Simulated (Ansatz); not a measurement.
# CoH: the cost of one run

Program: Ansatz 0.2.0, Gaussian basis. Level of theory: def2-QZVPP, core rule «outside noble gas», up to 9 orbitals frozen. These are calculated values, not measurements.

To be run: UHF; ROHF; CCSD(T) on UHF.

2 further runs of the same task are left out: 2 set aside as unsound or not needed.

### Step 1. What is computed

The geometry is a PBE0/def2-TZVP stationary point (not a proven minimum).

2 atoms, charge 0, spin multiplicity 3.

Atoms are counted from 1 here; the program's logs count them from 0.

Bond lengths: Co1–H2 1.524 Å.

Geometry (Å):

```xyz
2
CoH
Co    0.0000    0.0000    0.0000
H     0.0000    0.0000    1.5242
```

### Step 2. UHF

Contents of in.yaml:

```yaml
crystal:
  periodic: [false, false, false]
  atoms:
    - {symbol: Co, position_ang: [0.000000, 0.000000, 0.000000]}
    - {symbol: H, position_ang: [0.000000, 0.000000, 1.524200]}
basis:
  gaussian: {orbitals: "def2-QZVPP.json"}
magnetization: {spin_polarized: true, initial_magnetization: 2}
hamiltonian: {xc: hf}
output: {orbitals: {seedname: orbitals}}
```

Launch:

```
> ansatz run in.yaml --threads 1 --pin off --events-out ev --progress --plain --max-ram 4096MiB --backend cpu
```

Q: Estimate wall time and peak memory on 1 thread of AMD EPYC 7R13, shared host.

About 16 s, with a peak of 0.3 GiB.
